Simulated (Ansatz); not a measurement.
# BiAs (CsCl type): the cost of one run

Computed with Ansatz 0.2.0 (DFT PBEsol, with the methods named in each step, unless a step's input says otherwise).

## (1) The structure to begin with

It takes space group Pm-3m (No. 221, cubic). Conventional cell: a = 3.630 Å, b = 3.630 Å, c = 3.630 Å, α = 90.00°, β = 90.00°, γ = 90.00°. Bi (site symmetry m-3m) is surrounded by 8 As at 3.14 Å. Around As (site symmetry m-3m) lie 8 Bi at 3.14 Å.

Structure file:

```cif
data_structure
_symmetry_space_group_name_H-M 'Pm-3m'
_symmetry_Int_Tables_number 221
_cell_length_a 3.6297
_cell_length_b 3.6297
_cell_length_c 3.6297
_cell_angle_alpha 90.000
_cell_angle_beta 90.000
_cell_angle_gamma 90.000
_cell_volume 47.82
loop_
_atom_site_label
_atom_site_type_symbol
_atom_site_symmetry_multiplicity
_atom_site_Wyckoff_symbol
_atom_site_fract_x
_atom_site_fract_y
_atom_site_fract_z
_atom_site_occupancy
Bi1 Bi 1 a 0.00000 0.00000 0.00000 1
As1 As 1 b 0.50000 0.50000 0.50000 1
```

The file gives the conventional cell by its symmetry; the runs use the cell typed in the input.

Whether this phase is the stable one at these pressures isn't tested.

Atoms are numbered in the order of the input: Bi1, As2.

## (2) The reference volume, LAPW

File input.yaml:

```yaml
crystal:
  lattice:
    - [3.6297335181, 0.0, 0.0]
    - [0.0, 3.6297335181, 0.0]
    - [0.0, 0.0, 3.6297335181]
  atoms:
    - { symbol: Bi, position: [0.0, 0.0, 0.0] }
    - { symbol: As, position: [0.5, 0.5, 0.5] }
kpoints:
  mp_grid: { grid: [12, 12, 12] }
  band_path:
    path:
      - [0.0, 0.0, 0.0]
      - [0.0, 0.5, 0.0]
      - [0.5, 0.5, 0.0]
      - [0.0, 0.0, 0.0]
      - [0.5, 0.5, 0.5]
      - [0.0, 0.5, 0.0]
      - [0.5, 0.5, 0.5]
      - [0.5, 0.5, 0.0]
    npoints: 14
scf:
  occupations: { method: fermi_dirac, width: 0.08 }
hamiltonian:
  xc: pbesol
  pseudopotentials: { kind: all_electron, lapw: { basis_error: 0.001 } }
output:
  forces: true
  stress: true
  eigenvalues: true
  populations: true
  dos: { projected: true, de: 0.2, e_range: [-14, 8] }
```

The run is started by

```
$ ansatz run input.yaml --threads 1 --pin off --max-ram 2048MiB --backend cpu --events-out ev --progress --plain --runs-dir out
```

**Question.** How long does this run take on 1 thread of Arm Neoverse V1, shared host, and how much memory does it need?

About 37 s, with a peak of 0.43 GiB.
